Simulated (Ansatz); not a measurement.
**Ge₂O (triplet): the correlation ladder, cc-pVDZ**

An exercise on one series of results from a longer session: the logs are not shown, and one member is left open.

The runs use Ansatz 0.2.0, Gaussian basis; cc-pVDZ, core rule «outside noble gas», up to 29 orbitals frozen.

The runs, in order: UHF; CCSD(T) on ROHF; CCSD(T) on UHF; BCCD(T) on ROHF; CISD as a restricted active space (open shells left free, so some higher excitations enter); CCSDT(Q) on ROHF; CCSDT(Q) on UHF; CASSCF and MRCISD+Q, 12 electrons in 11 orbitals; CASSCF and NEVPT2, 12 electrons in 11 orbitals.

31 further runs of the same task are left out: 22 that didn't finish, 9 set aside as unsound or not needed. Runs told in other sessions of the task aren't counted.

## What is computed

The geometry is a PBE0/def2-TZVP stationary point (not a proven minimum) of the parent state, kept for this charge and spin. No spin-orbit coupling is included. The filled d shell of Ge may be among the frozen orbitals whatever the setting's name suggests.

3 atoms, charge 0, spin multiplicity 3.

Atoms are counted from 1 here; the program's logs count them from 0.

Bond lengths: Ge1–Ge2 2.384 Å, Ge2–O3 1.628 Å. Angles: Ge1–Ge2–O3 180.0°.

The first run:

File in.yaml:

```yaml
crystal:
  periodic: [false, false, false]
  atoms:
    - {symbol: Ge, position_ang: [0.000000, 0.000000, 2.131984]}
    - {symbol: Ge, position_ang: [0.000000, 0.000000, -0.251757]}
    - {symbol: O, position_ang: [0.000000, 0.000000, -1.880227]}
basis:
  gaussian: {orbitals: cc-pVDZ}
magnetization: {spin_polarized: true, initial_magnetization: 2}
hamiltonian: {xc: hf}
output: {orbitals: {seedname: orbitals}}
```

The run is started by

```
$ ansatz run in.yaml --threads 1 --pin off --events-out ev --progress --plain --max-ram 2393MiB
```

Among the steps run: UHF; CCSD(T) on ROHF; CCSD(T) on UHF; BCCD(T) on ROHF; CISD as a restricted active space (open shells left free, so some higher excitations enter); CCSDT(Q) on ROHF; CCSDT(Q) on UHF; CASSCF and MRCISD+Q, 12 electrons in 11 orbitals; CASSCF and NEVPT2, 12 electrons in 11 orbitals.

One of the session's tables, all rows but one given; the rest of the session is left out.

```
          method  from RCCSDT(Q) (kcal/mol)
            ROHF                    +233.80
             UHF                    +230.84
            RMP2                     +18.75
            UMP2                          ?
           RCCSD                     +13.33
           UCCSD                     +13.11
        RCCSD(T)                      +1.77
        UCCSD(T)                      +1.80
         BCCD(T)                      +1.50
          RCCSDT                      +0.91
          UCCSDT                      +0.81
       RCCSDT(Q)                          0
       UCCSDT(Q)                      -0.99
  CASSCF valence                    +140.93
  NEVPT2 valence                     +30.55
  MRCISD valence                     +14.41
MRCISD+Q valence                      +3.33
```

Q: Estimate the row for UMP2 from the others.

**Answer.** from RCCSDT(Q) (kcal/mol): +19.74. In the column «from RCCSDT(Q) (kcal/mol)» it lies between RMP2 (+18.75) and NEVPT2 valence (+30.55).

Not comparable, so not listed: CISD as a restricted active space (open shells left free, so some higher excitations enter) (they don't share determinant, frozen orbitals or solution with the rows shown, or repeat one).

Caveats from the session: Restricted and unrestricted rows rest on different reference determinants; a gap between their highest levels can come from leftover correlation error, from unlike frozen cores or from another state.
